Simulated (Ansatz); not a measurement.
# AlHCl2 + SiH4: a complex and its separated parts

The complex below is one end of an elementary step. How strongly is it bound against its free parts?

Computed with Ansatz 0.2.0, Gaussian basis. Level: PBE0-D4/def2-TZVP structures, single points in def2-TZVPP, no counterpoise correction.

Levels: SPW92, PBE-D4, BLYP-D4, r2SCAN-D4, B97M-V, PBE0-D4, B3LYP-D4, r2SCAN0-D4, BHLYP-D4, CAM-B3LYP-D4, wB97X-V, wB97M-V, B2PLYP, PBE-QIDH, RPA on PBE, Hartree-Fock, MP2, CCSD, CCSD(T).

Cores are frozen in the correlated methods. B3LYP uses VWN-RPA correlation. B2PLYP carries no dispersion term here.

94 further runs of the same task are left out: 94 set aside as unsound or not needed.

### Step 1. Starting geometry

The complex: 9 atoms, charge 0, spin multiplicity 1.

Atoms are counted from 1 here; the program's logs count them from 0.

Bond lengths: Al1–H2 1.567 Å, Al1–Cl3 2.106 Å, Al1–Cl4 2.100 Å, H5–Si6 1.517 Å, Si6–H7 1.481 Å, Si6–H8 1.475 Å, Si6–H9 1.477 Å. Angles: H2–Al1–Cl3 120.0°, H2–Al1–Cl4 120.5°, Cl3–Al1–Cl4 116.7°, H5–Si6–H7 103.8°, H5–Si6–H8 108.5°, H5–Si6–H9 106.3°, H7–Si6–H8 112.2°, H7–Si6–H9 112.1°, H8–Si6–H9 113.2°.

Coordinates:

```mol
AlCl2H5Si
  3D, bonds by distance, orders not assigned

  9  7  0  0  0  0  0  0  0  0999 V2000
   -0.8113   -1.4628   -0.2558 Al  0  0
   -2.2079   -1.3132   -0.9507 H   0  0
    0.9147   -1.7834   -1.4193 Cl  0  0
   -0.6828   -1.9651    1.7793 Cl  0  0
   -0.6389    0.4988   -0.0634 H   0  0
    0.6130    1.3223    0.1755 Si  0  0
    0.1312    2.4743    0.9719 H   0  0
    1.5828    0.4969    0.9203 H   0  0
    1.0990    1.7323   -1.1579 H   0  0
  1  2  8  0
  1  3  8  0
  1  4  8  0
  5  6  8  0
  6  7  8  0
  6  8  8  0
  6  9  8  0
M  END
```

Its parts: AlHCl2 holds atoms 1, 2, 3, 4; SiH4 holds atoms 5, 6, 7, 8, 9. Each part counts its atoms afresh in its own runs.

### Step 2. Relaxing AlHCl2 alone

relax-a/in.yaml reads:

```yaml
crystal:
  periodic: [false, false, false]
  atoms:
    - {symbol: Al, position_ang: [-0.811327, -1.462818, -0.255837]}
    - {symbol: H, position_ang: [-2.207876, -1.313225, -0.950671]}
    - {symbol: Cl, position_ang: [0.914680, -1.783351, -1.419337]}
    - {symbol: Cl, position_ang: [-0.682778, -1.965080, 1.779270]}
basis:
  gaussian: {orbitals: def2-TZVP}
hamiltonian: {xc: pbe0, dispersion: d4}
relax: {f_tol: 0.005, max_steps: 200}
```

Run with:

```bash
ansatz run in.yaml --threads 4 --pin off --events-out ev --progress --plain --max-ram 9574MiB
```

The runs that follow: Relaxing SiH4 alone; SPW92/def2-TZVPP; PBE-D4/def2-TZVPP; BLYP-D4/def2-TZVPP; r2SCAN-D4/def2-TZVPP; B97M-V/def2-TZVPP; PBE0-D4/def2-TZVPP; B3LYP-D4/def2-TZVPP; r2SCAN0-D4/def2-TZVPP; BHLYP-D4/def2-TZVPP; CAM-B3LYP-D4/def2-TZVPP; wB97X-V/def2-TZVPP; wB97M-V/def2-TZVPP; B2PLYP/def2-TZVPP; PBE-QIDH/def2-TZVPP; RPA on PBE/def2-TZVPP; CCSD(T)/def2-TZVPP; Vibrations of AlHCl2; Vibrations of SiH4.

Q: Predict the outcome of this session. Wanted: complex less parts, CCSD(T)/def2-TZVPP; with zero-point energy; largest T1 diagnostic.

As calculated:

```
                              quantity      value
complex less parts, CCSD(T)/def2-TZVPP  -0.220 eV
                with zero-point energy  -0.156 eV
                 largest T1 diagnostic      0.011
```

At CCSD(T) the complex lies 0.220 eV below its parts. BLYP-D4 is the best functional here (-0.013 eV from CCSD(T)); SPW92 is the worst (-0.215 eV). Mean unsigned error by rung: LDA 0.215, GGA 0.047, meta-GGA 0.054, hybrid 0.058, range-separated hybrid 0.032, double hybrid 0.051 eV. PBE-D4 gives a relative energy 0.082 eV too low, outside chemical accuracy (1 kcal/mol, 0.043 eV). No counterpoise was applied, and triple zeta lacks some correlation, so the CCSD(T) reference has a basis error of its own, and close matches with it are partly luck.
